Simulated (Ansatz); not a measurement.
# InCNClF (SMILES N#[C][In]([F])[Cl]) at RPA@PBE0/def2-SVP (core potential)

What is the energy change on altering one bond length of InCNClF at RPA@PBE0/def2-SVP (core potential)? 

Program for the calculation: Ansatz 0.2.0.

127 further runs of the same task are left out: 7 that didn't finish, 120 set aside as unsound or not needed.

## (1) The molecule

The species is InCNClF (5 atoms), meant as a singlet with charge 0. As SMILES, `N#[C][In]([F])[Cl]`. The coordinates come from a PBE0-D4/def2-TZVP relaxation.

Bond lengths: N1–C2 1.152 Å, C2–In3 2.082 Å, In3–F4 1.924 Å, In3–Cl5 2.280 Å. Angles: N1–C2–In3 178.9°, C2–In3–F4 118.2°, C2–In3–Cl5 125.8°, F4–In3–Cl5 115.9°.

## (2) A single-point energy at RPA@PBE0/def2-SVP (core potential)

Input file in.yaml:

```yaml
crystal:
  periodic: [false, false, false]
  atoms:
    - symbol: "N"
      position_ang: [-1.392600, 1.451400, 1.648800]
    - symbol: C
      position_ang: [-0.781900, 0.784400, 0.934900]
    - symbol: In
      position_ang: [0.330400, -0.389600, -0.376400]
    - symbol: F
      position_ang: [0.434400, -2.280900, -0.039700]
    - symbol: Cl
      position_ang: [1.459700, 0.361000, -2.209100]
basis:
  gaussian: {orbitals: def2-SVP}
hamiltonian: {xc: pbe0}
correlation: {method: rpa, frozen_orbitals: {C: 1, Cl: 5, F: 1, In: 4, "N": 1}}
accuracy: high
```

Launch:

```console
$ ansatz run in.yaml --threads 1 --pin off --max-ram 3480MiB --events-out events.jsonl --progress --plain --runs-dir runs
```

What it wrote:

```text
Warning: RAYON_NUM_THREADS=1 ignored (pool sized by the plan → 1); use --threads N
Functional definition: PBE0
  name "PBE0"
  parameter a = 0.25
  parameter kappa = 0.804
  parameter beta = 0.06672455060314922
  exchange = (1 - a)*pbe_x(kappa = kappa, mu = beta*pi^2/3) + a*exact_x
  correlation = pbe_c(beta = beta)
1856 factors; integrals over basis functions are off by at most 7.9e-9 eV
mean field evaluation 1: about -22917.4405 eV, gradient 5.3e1 eV
mean field evaluation 2: about -22917.6187 eV, gradient 5.3e1 eV
mean field evaluation 4: about -22923.1554 eV, gradient 1.4e1 eV
mean field evaluation 8: about -22923.6240 eV, gradient 5.9e-1 eV
mean field evaluation 16: about -22923.6333 eV, gradient 2.4e-4 eV
mean field -22923.63330304 eV, -842.4279856899 hartree, gradient 4.4e-8 eV, S^2 0.000000; 0 other end points of the search recorded, 0 dependent functions left out
12 core orbitals not correlated: weight in the atoms' cores, before any rotation towards them, 1.000 or more for the frozen orbitals, at most 0.000 for the correlated occupied ones
reference -22863.05196238 eV, -840.2016624844 hartree; 18, 18 occupied and 56, 56 virtual orbitals, 1856 factors
Total energy: -22888.01973869 eV, -841.1192113401 hartree
```

It took 26 s on 1 thread of Arm Neoverse N1, shared host; peak memory 0.34 GiB.

## (3) The distorted shape

Input file job.yaml:

```yaml
crystal:
  periodic: [false, false, false]
  atoms:
    - {symbol: "N", position_ang: [-1.575799, 1.651488, 1.862957]}
    - {symbol: C, position_ang: [-0.781900, 0.784400, 0.934900]}
    - {symbol: In, position_ang: [0.330400, -0.389600, -0.376400]}
    - {symbol: F, position_ang: [0.434400, -2.280900, -0.039700]}
    - {symbol: Cl, position_ang: [1.459700, 0.361000, -2.209100]}
basis:
  gaussian:
    orbitals: def2-SVP
hamiltonian:
  xc: {name: PBE0}
correlation:
  method: rpa
  frozen_orbitals: {C: 1, Cl: 5, F: 1, In: 4, "N": 1}
accuracy: high
```

Launch:

```console
$ ansatz run job.yaml --threads 1 --pin off --max-ram 3480MiB --events-out events.jsonl --progress --plain --runs-dir runs
```

What it wrote:

```text
Warning: RAYON_NUM_THREADS=1 ignored (pool sized by the plan → 1); use --threads N
Functional definition: PBE0
  name "PBE0"
  parameter a = 0.25
  parameter kappa = 0.804
  parameter beta = 0.06672455060314922
  exchange = (1 - a)*pbe_x(kappa = kappa, mu = beta*pi^2/3) + a*exact_x
  correlation = pbe_c(beta = beta)
1854 factors; integrals over basis functions are off by at most 9.3e-9 eV
mean field evaluation 1: about -22914.8525 eV, gradient 4.9e1 eV
mean field evaluation 2: about -22914.9313 eV, gradient 4.9e1 eV
mean field evaluation 4: about -22916.9653 eV, gradient 3.6e1 eV
mean field evaluation 8: about -22919.9200 eV, gradient 7.8e-1 eV
mean field evaluation 16: about -22919.9263 eV, gradient 2.7e-4 eV
mean field -22919.92632654 eV, -842.2917568162 hartree, gradient 2.8e-8 eV, S^2 0.000000; 0 other end points of the search recorded, 0 dependent functions left out; unrestricted orbitals would lower it
mean field evaluation 32: about -22860.8981 eV, gradient 3.1e0 eV
unrestricted determinant -22861.14874434 eV, -840.1317205112 hartree, S^2 1.5131
12 core orbitals not correlated: weight in the atoms' cores, before any rotation towards them, 1.000 or more for the frozen orbitals, at most 0.000 for the correlated occupied ones
reference -22857.93010957 eV, -840.0134378653 hartree; 18, 18 occupied and 56, 56 virtual orbitals, 1854 factors
Total energy: -22884.79038353 eV, -841.0005347267 hartree
```

It took 30 s on 1 thread of Arm Neoverse N1, shared host; peak memory 0.35 GiB.

## (4) Results

Level: RPA@PBE0/def2-SVP (core potential), 12 core orbitals frozen.

| quantity | value |
| --- | --- |
| first shape: total energy | -841.11921 Eh |
| first shape: RPA correlation energy (valence) | -917.5 mEh |
| distorted shape: total energy | -841.00053 Eh |
| distorted shape: RPA correlation energy (valence) | -987.1 mEh |
| energy change with the N1–C2 bond stretched from 1.152 to 1.498 Å | 3.229 eV |

In words: With the N1–C2 bond stretched from 1.152 to 1.498 Å the energy rises by 3.23 eV (312 kJ/mol). The first shape isn't relaxed at this level, so the change isn't measured from a minimum. The restricted solution (distorted shape) is unstable to spin breaking: an unrestricted one lies lower.
